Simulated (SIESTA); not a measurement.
Crystal: Bi2Te3 (Tellurobismuthite).

```
CELL_PARAMETERS angstrom
2.19300 1.26613 10.16567
-2.19300 1.26613 10.16567
0.00000 -2.53226 10.16567
ATOMIC_POSITIONS crystal
Bi 0.60000 0.60000 0.60000
Bi 0.40000 0.40000 0.40000
Te 0.79050 0.79050 0.79050
Te 0.20950 0.20950 0.20950
Te 0.00000 0.00000 0.00000
```

Base run:

- Program: SIESTA 5.4.2
- Functional: PBE
- Potentials or basis: PseudoDojo 0.4 standard (PBE files)
- Basis: DZ (energy shift 0.003 Ry; two zetas on semicore shells)
- Grid cutoff: 500 Ry
- Energy shift: 0.003 Ry
- k mesh: 7 × 7 × 7
- Occupations: fermi-dirac, width 0.05 eV
- Spin: no spin polarisation

Its results: band gap on the k mesh 0.32 eV, direct; pressure 2.8 GPa; largest force 0.398 eV/Å.

**Question.** The run is repeated on the same cell with these changes: basis from DZ (energy shift 0.003 Ry; two zetas on semicore shells) to SZ (energy shift 0.003 Ry). What comes out?

**Answer.** Band gap on the k mesh 0.20 eV, direct; pressure 6.7 GPa; largest force 0.883 eV/Å.

Caveats: the basis has no polarisation orbitals; spin-orbit coupling is left out, which as a rule narrows the gap of such compounds by several tenths of an eV; the basis of atomic orbitals isn't converged, which shifts pressures, moduli and gaps.

Not every run made on this cell is shown here.
